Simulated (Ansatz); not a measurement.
ZnBi3, space group I4/mmm, a breakdown of dispersion, smearing and cutoff terms

Computed with the Ansatz DFT code, driven from Python.

`terms.py`
```python
"""Dispersion, smearing and cutoff parts of the energy of ZnBi3."""

import ansatz as az
import numpy as np


def main() -> None:
    vectors = np.array([
        [-2.522668, 2.522668, 4.562909],
        [2.522668, -2.522668, 4.562909],
        [2.522668, 2.522668, -4.562909],
    ])
    cell = (
        az.Lattice.of(vectors)
        .atom("Zn", (0.0, 0.0, 0.0))
        .atom("Bi", (0.75, 0.25, 0.5))
        .atom("Bi", (0.25, 0.75, 0.5))
        .atom("Bi", (0.5, 0.5, 0.0))
    )

    base = cell.calculation().kpoints(7).occupations("fermi_dirac", width=0.05)
    with_term = base.functional("pbe", dispersion="d4").basis(340).cutoff_correction(590).run().report
    without = base.functional("pbe").basis(340).run().report
    finer = base.functional("pbe").basis(590).run().report
    removed = az.free_energy_without(with_term, az.EnergyTerm.DISPERSION)
    print(f"dispersion term            {with_term['components']['e_disp']:.5f} eV")
    print(f"F less dispersion          {removed:.5f} eV, run without it {without['free_energy_ev']:.5f} eV")
    print(f"F less smearing term       {az.free_energy_without(without, az.EnergyTerm.SMEARING):.5f} eV")
    print(f"estimated gain to 590 eV   {with_term['cutoff_correction']['energy_ev']:.5f} eV, found {finer['free_energy_ev'] - without['free_energy_ev']:.5f} eV")


if __name__ == "__main__":
    main()
```

```console
$ python terms.py
DeckWarning: basis.ecutwfc = 340 eV is below the records' recommended 420 eV, and the density's cutoff is lower with it unless basis.ecutrho_ratio is high enough to keep the records' density cutoff: compare with a run at a higher cutoff
dispersion term            -1.84792 eV
F less dispersion          -40507.93748 eV, run without it -40507.93748 eV
F less smearing term       -40507.92032 eV
estimated gain to 590 eV   -0.03582 eV, found -0.03585 eV
```
(Warnings from the package without file and line.)

Total energies depend on the potentials; only differences at equal settings carry meaning. A total without «per atom» is that of the cell as typed. The cutoff lies under the one recommended for these potentials in some of the runs. Dispersion corrections can be off by several per cent in the lattices of metals, and by several GPa in the pressure at a fixed cell. The mesh is modest for a metal, so energies can be off by several to tens of meV an atom and pressures by half a GPa or more; differences at equal mesh fare better. Spin-orbit coupling, which matters for elements this heavy, is left out. The structure comes from a database of computed cells and needn't be a stable or known phase. Wall time of the script: 25 s on 1 thread of Arm Neoverse V1 (shared host), peak memory 0.59 GiB.
